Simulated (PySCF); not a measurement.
# C5H3ClO2: the cost of one run

Computed with PySCF 2.14.0 and routines of our own; the level stands in each step. Atoms count from 0.

### 1 The starting structure

11 atoms, charge 0, multiplicity 1; geometry from: GFN2-xTB.

### 2 Magnetic properties: GIAO wB97X-D/pcSseg-1

The job: settings as JSON, then the geometry in Å.

```
{"job": {"kind": "mag", "xc": "wB97X-D", "basis": "pcSseg-1", "isotopologues": 2}, "charge": 0, "multiplicity": 1}
O      2.877015    -0.631580     0.196382
C      2.081634     0.257997     0.023544
C      0.643067     0.090584     0.003989
C     -0.147775    -1.028095     0.163224
C     -1.481318    -0.600875     0.048278
C     -1.410485     0.751224    -0.173287
Cl    -2.640526     1.893123    -0.403193
O     -0.148384     1.180012    -0.202863
H      2.396785     1.305196    -0.138760
H      0.205794    -2.023140     0.339727
H     -2.370382    -1.191775     0.116996
```

Method: GIAO wB97X-D/pcSseg-1 magnetisability, rotational g tensor and spin-rotation constants, non-relativistic, gas phase.

Run with:

```sh
> OMP_NUM_THREADS=1 python excited_run.py task.json out
```

This one command runs all jobs of the session in turn.

**Question.** How long does this first job take on 1 thread of AMD EPYC 9R45, shared host, and how much memory does it need?

About 18 s, with a peak of 0.76 GiB.
